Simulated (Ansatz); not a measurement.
# C₃H₅AlF₂: a ladder of functionals and wavefunction methods

The task here is to estimate one member of a computed series from the others.

Computed with Ansatz 0.2.0, Gaussian basis. Level: functionals in def2-TZVPP, the program's frozen cores in correlated methods.

Plan: LDA (SPW92), PBE-D4, revPBE-D4, BLYP-D4, r2SCAN-D4, B97M-V, PBE0-D4, B3LYP-D4, r2SCANh-D4, r2SCAN0-D4, HSE06-D4, BHLYP-D4, CAM-B3LYP-D4, LC-ωPBE, ωB97X-V, ωB97M-V, B2PLYP, PBE-QIDH; CCSD(T)/def2-SVP; CCSD(T)/def2-TZVPP; MP2/def2-QZVPP; extrapolation to the limit; RPA on PBE.

### Structure used throughout

The geometry comes from an earlier relaxation with PBE0-D4 in a triple-zeta def2 set; it is a stationary point, not always the lowest conformer.

SMILES `C=C[CH2][Al]([F])[F]`, 11 atoms, charge 0, spin multiplicity 1.

Atoms are counted from 1 here; the program's logs count them from 0.

Bond lengths: C1–C2 1.343 Å, C1–H7 1.082 Å, C1–H8 1.087 Å, C2–C3 1.492 Å, C2–H9 1.088 Å, C3–Al4 1.937 Å, C3–H10 1.085 Å, C3–H11 1.091 Å, Al4–F5 1.645 Å, Al4–F6 1.646 Å. Angles: C2–C1–H7 121.1°, C2–C1–H8 121.8°, H7–C1–H8 117.0°, C1–C2–C3 125.0°, C1–C2–H9 117.8°, C3–C2–H9 116.5°, C2–C3–Al4 84.0°, C2–C3–H10 113.8°, C2–C3–H11 113.3°, Al4–C3–H10 120.7°, Al4–C3–H11 110.8°, H10–C3–H11 111.6°, C3–Al4–F5 122.1°, C3–Al4–F6 120.2°, F5–Al4–F6 117.7°.

The first run:

Input file in.yaml:

```yaml
crystal:
  periodic: [false, false, false]
  atoms:
    - {symbol: C, position_ang: [-0.969246, -0.348222, -1.085202]}
    - {symbol: C, position_ang: [-0.205869, -0.909690, -0.132970]}
    - {symbol: C, position_ang: [0.048708, -0.323610, 1.214936]}
    - {symbol: Al, position_ang: [0.954866, 1.067167, 0.216496]}
    - {symbol: F, position_ang: [2.486820, 0.878492, -0.351771]}
    - {symbol: F, position_ang: [0.216973, 2.515864, -0.041310]}
    - {symbol: H, position_ang: [-1.020866, -0.770115, -2.080428]}
    - {symbol: H, position_ang: [-1.593673, 0.518681, -0.882668]}
    - {symbol: H, position_ang: [0.396386, -1.773090, -0.409499]}
    - {symbol: H, position_ang: [0.601829, -0.978784, 1.879834]}
    - {symbol: H, position_ang: [-0.850428, 0.066208, 1.693283]}
basis:
  gaussian: {orbitals: def2-TZVPP}
hamiltonian: {xc: lda}
output: {orbitals: {seedname: orbitals}}
```

Among the steps run: LDA; PBE-D4 (GGA); revPBE-D4 (GGA); BLYP-D4 (GGA); r2SCAN-D4 (meta-GGA); B97M-V (meta-GGA); PBE0-D4 (hybrid); B3LYP-D4 (hybrid); r2SCANh-D4 (hybrid); r2SCAN0-D4 (hybrid); HSE06-D4 (hybrid); BHLYP-D4 (hybrid); CAM-B3LYP-D4 (range-separated); LC-ωPBE-D4 (range-separated; the results give it without D4); ωB97X-V (range-separated); ωB97M-V (range-separated); B2PLYP (double hybrid); PBE-QIDH (double hybrid).

One table of the session follows, with a row left open; its other results are not shown here.

It belongs to the step «Orbital energies across the functionals». 

```
  functional  HOMO (eV)  gap (eV)
 LDA (SPW92)      -6.48      4.27
      PBE-D4      -6.29      4.34
   revPBE-D4      -6.22      4.38
     BLYP-D4          ?         ?
   r2SCAN-D4      -6.48      4.77
      B97M-V      -6.50      4.80
     PBE0-D4      -7.39      6.36
    B3LYP-D4      -7.18      5.92
  r2SCANh-D4      -6.89      5.52
  r2SCAN0-D4      -7.51      6.63
    HSE06-D4      -6.99      5.59
    BHLYP-D4      -8.35      8.29
CAM-B3LYP-D4      -8.67      8.69
     LC-ωPBE      -9.99     11.19
     ωB97X-V      -9.62     10.72
     ωB97M-V      -9.51     10.39
```

Q: Estimate the row for BLYP-D4 from the others.

Worked estimate for «HOMO (eV)». Against the share of exact exchange, B3LYP-D4 (0.2, -7.18), BHLYP-D4 (0.5, -8.35) give a slope of -3.90 per unit share; at 0 the line stands at -6.40.

As computed: HOMO (eV): -6.14; gap (eV): 4.31. In «HOMO (eV)» the line misses by -0.26.
